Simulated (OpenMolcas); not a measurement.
# Ta³⁺ among point charges: CASSCF and CASPT2 levels and susceptibility

How does a field of 8 point charges split the states of Ta³⁺, and what χT follows?

Method: state-averaged CASSCF and CASPT2, spin-orbit coupling by RASSI with atomic mean-field integrals. Code: OpenMolcas 26.06.

## 1. What is computed

- Species: Ta³⁺ (tantalum, Z = 73, 70 electrons)
- Basis: ANO-RCC-VDZP [7s6p4d2f1g], 68 functions
- Scalar Hamiltonian: DKH2, point nucleus
- Inactive shells: 1s 2s 2p 3s 3p 3d 4s 4p 4d 4f 5s 5p
- Active space: 2 electrons in 5 orbitals (5d)
- Some configurations of this space: 5d2
- Orbitals: optimised for each spin and parity, averaged over all roots

Outer shells as boxes (Hund's rule):

5d2
```
5d [↑ ][↑ ][  ][  ][  ]
```

The ion sits among 8 point charges of -1.2 e arranged as a cube (Oh), 2.04 Å from the ion.

The work runs as a chain of OpenMolcas steps in one folder; each step below is one input file. Labels, J, g values, rates, χT and fits are worked out afterwards by a script from the matrices that RASSI stores. The input lists half of the charges; inversion (Group=XYZ) makes the rest.

## 2. GATEWAY and SEWARD: basis and integrals

a.inp

```
&GATEWAY
Coord
1

Ta 0.0 0.0 0.0
Basis=ANO-RCC-VDZP
Group=XYZ
NoMove
AngMom=0.0 0.0 0.0
AMFI
XField
4 Angstrom 0
1.177795 1.177795 1.177795 -1.200000
1.177795 1.177795 -1.177795 -1.200000
1.177795 -1.177795 1.177795 -1.200000
1.177795 -1.177795 -1.177795 -1.200000
&SEWARD
```

## 3. Reference wave functions, triplets of even parity, 10 roots

a.inp

```
&RASSCF
FileOrb=start.orb
Symmetry=1
Spin=3
nActEl=2 0 0
Inactive=15 19
Ras2=5 0
CIRoot=10 10 1
SDav=10
CIMx=300
Iter=120 100
PrWF=0.3
OrbListing=Nothing
MaxOrb=0
>>> COPY $Project.JobIph JOB001
```

start.orb holds the contracted functions of the basis, ordered by shell, or the orbitals of the step before.

## 4. CASSCF: singlets of even parity, 15 roots

a.inp

```
&RASSCF
FileOrb=start.orb
Symmetry=1
Spin=1
nActEl=2 0 0
Inactive=15 19
Ras2=5 0
CIRoot=15 15 1
SDav=15
CIMx=300
Iter=120 100
PrWF=0.3
OrbListing=Nothing
MaxOrb=0
>>> COPY $Project.JobIph JOB002
```

## 5. RASSI: spin-orbit coupling between the states

a.inp

```
&RASSI
NrOfJobIphs=2 10 15
1 2 3 4 5 6 7 8 9 10
1 2 3 4 5 6 7 8 9 10 11 12 13 14 15
IphNames
JOB001
JOB002
EJob
SpinOrbit
DIPRint=1.0
SOCoupling=1000.0
Subsets=2
Property=9
'ANGMOM' 1 'ANGMOM' 2 'ANGMOM' 3 'MLTPL  1' 1 'MLTPL  1' 2 'MLTPL  1' 3
'AMFI' 1 'AMFI' 2 'AMFI' 3
SOProperty=3
'ANGMOM' 1 'ANGMOM' 2 'ANGMOM' 3
```

## 6. CASPT2: IPEA 0.25, imaginary shift 0.1 (closed shells correlated: 4f 5s 5p)

a.inp

```
>>> COPY JOB001 $Project.JobIph
&CASPT2
Multistate=10 1 2 3 4 5 6 7 8 9 10
NoMult
Frozen=14 9
IPEA=0.25
Imaginary=0.1
MaxIter=60
WThr=0.0 0.3 0.05
PrWF=0.5
NoMix
>>> COPY JOB002 $Project.JobIph
&CASPT2
Multistate=15 1 2 3 4 5 6 7 8 9 10 11 12 13 14 15
NoMult
Frozen=14 9
IPEA=0.25
Imaginary=0.1
MaxIter=60
WThr=0.0 0.3 0.05
PrWF=0.5
NoMix
```

(Steps that only read results are left out.)

Q: Predict the outcome of this session. Wanted: spin-free ground state; first state of the same spin within the active space; lowest level; next level.

The runs gave:

| quantity | value |
| --- | --- |
| method | SS-CASPT2, IPEA 0.25, imaginary shift 0.1 (closed shells correlated: 4f 5s 5p) |
| spin-free ground state | 3A2, 1-fold in its orbital part |
| first state of the same spin within the active space | 3T2 at 12900 cm⁻¹ |
| lowest level | 3-fold T2 |
| next level | 6787.6 cm⁻¹ |
| χT at 300 K | 0.41 cm³ K/mol |
| effective moment at 300 K | 1.81 μB |

Cost by method:

| method | time of its own steps | time with the reference |
| --- | --- | --- |
| A. CASSCF | 5 s | 5 s |
| B. SS-CASPT2, IPEA 0.25, imaginary shift 0.1, +4f 5s 5p | 3.5 s | 8.5 s |

Times are of one thread on a shared host.

**Reading.** The spin-free ground state (3A2) comes to 100 % from free-ion F terms and keeps the highest spin of the shell. χT at 300 K is 0.41, against 1.00 cm³ K/mol for the spin alone, so spin-orbit coupling lowers it. CASPT2 does not keep the components of a term degenerate, and the means are used. The field of point charges can differ much from that of real complexes. Point charges carry no covalency, so the field is a model and not that of real ligands.
